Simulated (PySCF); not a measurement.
# C2H4BBrO: the cost of one run

Programs: PySCF 2.14.0, with density-fitted response routines of our own. Each step states its level of theory. These are calculated values for one molecule in the gas phase, unless marked as measured. Atoms are numbered from 0 throughout.

## Step 1: Starting geometry

9 atoms, charge 0, multiplicity 1; geometry from: GFN2-xTB. The atoms were then displaced at random by about 0.01 Å, so the start is not that level's minimum.

Bonds of the start (Å): C0–C1 1.32, C1–O2 1.36, O2–B3 1.36, B3–Br4 1.89, C0–H5 1.04, C0–H6 1.09, C1–H7 1.08, B3–H8 1.13.

## Step 2: Relaxing the molecule at PBE0-D3(BJ)/def2-SVP

Job settings and geometry (Å):

```
{"job": {"xc": "PBE0", "basis": "def2-SVP", "d3": "d3bj", "grid": 1, "shake": 0.01, "kind": "geom"}, "charge": 0, "multiplicity": 1}
C     -1.379780    -0.303950     0.351040
C     -0.707060     0.333980    -0.589010
O      0.582230     0.064250    -0.909620
B      1.708380    -0.053730    -0.156980
Br     1.683710     0.249840     1.705480
H     -0.981520    -1.039890     0.971090
H     -2.423030    -0.032610     0.504550
H     -1.100550     1.103440    -1.242960
H      2.675430    -0.338470    -0.667310
```

Started as:

```sh
$ OMP_NUM_THREADS=1 python probes_run.py task.json out
```

One launch serves the whole session: the jobs run in the order shown.

**Question.** How long does this first job take on 1 thread of Arm Neoverse V1, shared host, and how much memory does it need?

About 37 s, with a peak of 0.44 GiB.
